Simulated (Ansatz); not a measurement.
**HF/3-21G run of C5H12Si (vinyltrimethylsilane)**

What is the electronic atomisation energy of C5H12Si (vinyltrimethylsilane) at HF/3-21G? 

The results are computed with Ansatz 0.2.0.

31 further runs of the same task are left out: 31 set aside as unsound or not needed.

## (1) The molecule

The species is C5H12Si (18 atoms), meant as a singlet with charge 0. As SMILES, `C=C[Si](C)(C)C`. The coordinates come from a PBE0-D4/def2-TZVP relaxation. This is one conformer, not always the lowest.

Some bond lengths: C1–C2 1.330 Å, C2–Si3 1.869 Å, Si3–C4 1.873 Å, Si3–C5 1.875 Å, Si3–C6 1.875 Å, C1–H7 1.087 Å, C1–H8 1.087 Å, C2–H9 1.091 Å, C4–H10 1.093 Å, C4–H11 1.093 Å, C4–H12 1.093 Å, C5–H13 1.093 Å, C5–H14 1.094 Å, C5–H15 1.093 Å, C6–H16 1.093 Å, C6–H17 1.093 Å. Some angles: C1–C2–Si3 124.8°, C2–Si3–C4 109.7°, C2–Si3–C5 108.9°, C2–Si3–C6 108.9°, C4–Si3–C5 110.1°, C4–Si3–C6 110.1°, C5–Si3–C6 109.2°, C1–C2–H9 117.2°, Si3–C2–H9 118.0°, C2–C1–H7 122.5°.

## (2) A single-point energy at HF/3-21G

File job.yaml:

```yaml
crystal:
  periodic: [false, false, false]
  atoms:
    - {symbol: C, position_ang: [-2.463470, -0.560850, 0.441110]}
    - {symbol: C, position_ang: [-1.600000, 0.041460, -0.372240]}
    - {symbol: Si, position_ang: [0.250010, 0.097990, -0.111240]}
    - {symbol: C, position_ang: [0.693770, -0.817270, 1.461280]}
    - {symbol: C, position_ang: [0.791320, 1.889350, 0.012330]}
    - {symbol: C, position_ang: [1.095130, -0.702450, -1.581740]}
    - {symbol: H, position_ang: [-3.533840, -0.570330, 0.252000]}
    - {symbol: H, position_ang: [-2.138230, -1.076560, 1.340760]}
    - {symbol: H, position_ang: [-2.008990, 0.536650, -1.254490]}
    - {symbol: H, position_ang: [0.218540, -0.365270, 2.335650]}
    - {symbol: H, position_ang: [1.775050, -0.792910, 1.621980]}
    - {symbol: H, position_ang: [0.389440, -1.865980, 1.413780]}
    - {symbol: H, position_ang: [0.321910, 2.383320, 0.866720]}
    - {symbol: H, position_ang: [1.875770, 1.963820, 0.132240]}
    - {symbol: H, position_ang: [0.516990, 2.446350, -0.887640]}
    - {symbol: H, position_ang: [0.807560, -1.752570, -1.676110]}
    - {symbol: H, position_ang: [0.825840, -0.197420, -2.513330]}
    - {symbol: H, position_ang: [2.183160, -0.657310, -1.481070]}
basis:
  gaussian:
    orbitals: 3-21G.json
hamiltonian:
  xc: hf
output:
  orbitals: {seedname: orbitals}
accuracy: high
```

The basis set 3-21G is read from a file made from the Basis Set Exchange's data (not shown).

Command:

```console
ansatz run job.yaml --threads 1 --pin off --max-ram 3480MiB --events-out events.jsonl --progress --plain --runs-dir runs
```

The log of the run:

```text
Warning: RAYON_NUM_THREADS=1 ignored (pool sized by the plan → 1); use --threads N
Functional definition: HF
  name "HF"
  exchange = exact_x
  correlation = 0
2066 factors; integrals over basis functions are off by at most 2.8e-8 eV
mean field evaluation 1: about -13131.0394 eV, gradient 3.2e1 eV
mean field evaluation 2: about -13131.4658 eV, gradient 3.2e1 eV
mean field evaluation 4: about -13134.1672 eV, gradient 2.5e0 eV
mean field evaluation 8: about -13134.1862 eV, gradient 1.0e-1 eV
mean field evaluation 16: about -13134.1862 eV, gradient 3.0e-8 eV
mean field -13134.18622814 eV, -482.6724412131 hartree, gradient 3.0e-8 eV, S^2 0.000000; 0 other end points of the search recorded, 0 dependent functions left out
reference -13134.18622814 eV, -482.6724412131 hartree; 28, 28 occupied and 54, 54 virtual orbitals, 2066 factors
Total energy: -13134.18622814 eV, -482.6724412131 hartree
```

Run time: 1.7 s. Hardware: 1 thread of Intel Xeon 6975P-C (Granite Rapids), shared host; peak memory 0.27 GiB.

## (3) The C atom, same level

File run.yaml:

```yaml
basis:
  gaussian: {orbitals: 3-21G.json}
crystal:
  periodic: [false, false, false]
  atoms:
    - {symbol: C, position_ang: [0.000000, 0.000000, 0.000000]}
accuracy: high
hamiltonian: {xc: hf}
magnetization: {spin_polarized: true, initial_magnetization: 2}
```

The basis set 3-21G is read from a file made from the Basis Set Exchange's data (not shown).

Run the same way, it converges to -37.48107 Eh (log not shown).

## (4) The H atom, same level

File run.yaml:

```yaml
basis:
  gaussian: {orbitals: 3-21G.json}
crystal:
  periodic: [false, false, false]
  atoms:
    - {symbol: H, position_ang: [0.000000, 0.000000, 0.000000]}
magnetization: {spin_polarized: true, initial_magnetization: 1}
hamiltonian: {xc: hf}
accuracy: high
```

The basis set 3-21G is read from a file made from the Basis Set Exchange's data (not shown).

Command:

```console
ansatz run run.yaml --threads 1 --pin off --max-ram 3480MiB --events-out events.jsonl --progress --plain --runs-dir runs
```

The log of the run:

```text
Warning: RAYON_NUM_THREADS=1 ignored (pool sized by the plan → 1); use --threads N
Functional definition: HF
  name "HF"
  exchange = exact_x
  correlation = 0
3 factors; integrals over basis functions are off by at most 5.6e-10 eV
mean field evaluation 1: about -13.4868 eV, gradient 1.3e0 eV
mean field evaluation 2: about -13.4868 eV, gradient 1.3e0 eV
mean field evaluation 4: about -13.5023 eV, gradient 2.1e-5 eV
mean field evaluation 8: about -13.5023 eV, gradient 1.0e-12 eV
mean field -13.50225274 eV, -0.4961986360 hartree, gradient 4.5e-8 eV, S^2 0.750000; 0 other end points of the search recorded, 0 dependent functions left out
reference -13.50225274 eV, -0.4961986360 hartree; 1, 0 occupied and 1, 2 virtual orbitals, 3 factors
Total energy: -13.50225274 eV, -0.4961986360 hartree
```

It took 0.04 s on 1 thread of Intel Xeon 6975P-C (Granite Rapids), shared host.

## (5) The Si atom at the same level

File molecule.yaml:

```yaml
crystal:
  periodic: [false, false, false]
  atoms:
    - {symbol: Si, position_ang: [0.000000, 0.000000, 0.000000]}
basis:
  gaussian: {orbitals: 3-21G.json}
total_charge: 0
hamiltonian: {xc: hf}
magnetization: {spin_polarized: true, initial_magnetization: 2}
accuracy: high
```

The basis set 3-21G is read from a file made from the Basis Set Exchange's data (not shown).

Run the same way, it converges to -287.34443 Eh (log not shown).

## (6) What came out

Level: HF/3-21G.

| quantity | value |
| --- | --- |
| molecule: total energy | -482.67244 Eh |
| molecule: HOMO energy | -9.96 eV |
| molecule: LUMO energy | 4.41 eV |
| molecule: HOMO–LUMO gap | 14.37 eV |
| C atom: total energy | -37.48107 Eh |
| C atom: ⟨S²⟩ | 2.001 |
| H atom: total energy | -0.49620 Eh |
| H atom: ⟨S²⟩ | 0.750 |
| Si atom: total energy | -287.34443 Eh |
| Si atom: ⟨S²⟩ | 2.000 |
| electronic atomisation energy | 53.560 eV |

Taking the molecule apart into free atoms costs 53.56 eV (5168 kJ/mol), before zero-point energy and without spin-orbit coupling. Hartree–Fock lacks the correlation of the bonding pairs, which as a rule makes this value much too low; in minimal bases other errors can mask that. The basis has no polarisation functions, which makes bonds too weak.
